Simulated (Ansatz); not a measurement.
**Nickel, hcp: r²SCAN0 after r²SCAN**

Aim: see what exact exchange does to the levels and moments, and what it costs. The cell comes from an earlier r²SCAN relaxation. Exact exchange is dear, so the k-mesh is coarse, and r²SCAN is run on the same mesh for comparison.

Program: Ansatz 0.2.0. Level of theory: DFT, plane waves (500 eV) with PBE-made PAW files, scalar-relativistic; functionals as named at each step. These are calculated values, not measurements.

## 1. The starting structure

Symmetry: P6_3/mmc, No. 194, hexagonal system. The conventional cell has a = 2.449 Å, b = 2.449 Å, c = 4.066 Å, α = 90.00°, β = 90.00°, γ = 120.00°. Ni (site symmetry -6m2) is surrounded by 12 Ni at 2.45 to 2.48 Å.

Coordinates:

```cif
data_structure
_symmetry_space_group_name_H-M 'P6_3/mmc'
_symmetry_Int_Tables_number 194
_cell_length_a 2.4490
_cell_length_b 2.4490
_cell_length_c 4.0658
_cell_angle_alpha 90.000
_cell_angle_beta 90.000
_cell_angle_gamma 120.000
_cell_volume 21.12
loop_
_atom_site_label
_atom_site_type_symbol
_atom_site_symmetry_multiplicity
_atom_site_Wyckoff_symbol
_atom_site_fract_x
_atom_site_fract_y
_atom_site_fract_z
_atom_site_occupancy
Ni1 Ni 2 c 0.33333 0.66667 0.25000 1
```

Starting moments (μB): +0.77 ×2.

## 2. r²SCAN on the coarse mesh

The run with r²SCAN.

input.yaml reads:

```yaml
crystal:
  lattice:
    - [2.4489784454, 0.0, 0.0]
    - [-1.2244892227, 2.120877547, 0.0]
    - [0.0, 0.0, 4.065761213]
  atoms:
    - { symbol: Ni, position: [0.3333333333, 0.6666666667, 0.25], spin: 0.767 }
    - { symbol: Ni, position: [0.6666666667, 0.3333333333, 0.75], spin: 0.767 }
hamiltonian:
  xc: r2scan
  pseudopotentials:
    kind: paw
    azcp:
      Ni: "pseudopotentials/Ni.paw.azcp"
basis:
  ecutwfc: 500
  fft_grid_basis: typed
kpoints:
  mp_grid: { grid: [8, 8, 4], shift: [0, 0, 0] }
magnetization:
  spin_polarized: true
scf:
  occupations: { method: fermi_dirac, width: 0.1 }
output:
  write_density: true
  write_potential: true
  elf: true
  volumetric_format: npy
```

Command:

```
> ansatz run input.yaml --threads 4 --pin off --max-ram 8192MiB --backend cpu --events-out ev --progress --plain --runs-dir out
```

## 3. r²SCAN0, coarse mesh

The run with r²SCAN0.

input.yaml, as its differences from that of step 2:

```diff
@@ -9,3 +9,3 @@
 hamiltonian:
-  xc: r2scan
+  xc: r2scan0
   pseudopotentials:
@@ -23,6 +23 @@
   occupations: { method: fermi_dirac, width: 0.1 }
-output:
-  write_density: true
-  write_potential: true
-  elf: true
-  volumetric_format: npy
```

(Steps that only read results are left out.)

**Question.** What will these runs give? Wanted: r²SCAN: gap; r²SCAN: magnetic state; r²SCAN0: gap; r²SCAN0: magnetic state.

**Answer**, as computed:

```
                             quantity                                  value
                          r²SCAN: gap           none (levels filled in part)
               r²SCAN: magnetic state  ferromagnetic, up to 0.80 μB per atom
                         r²SCAN0: gap           none (levels filled in part)
              r²SCAN0: magnetic state  ferromagnetic, up to 0.98 μB per atom
  r²SCAN0: SCF cycles, exchange loops                                124, 19
r²SCAN0: CPU time over that of r²SCAN                                     17
```

Neither r²SCAN nor r²SCAN0 shows a clean gap on this mesh. Moments change from 0.80 μB to 0.98 μB at most; exact exchange favours larger moments in itinerant magnets. The hybrid took 17 times as much CPU time as r²SCAN on the same settings. The exchange operator of r²SCAN0 was renewed in 19 outer loops. Absolute energies differ from functional to functional, by eV per atom at times, and say nothing by themselves.
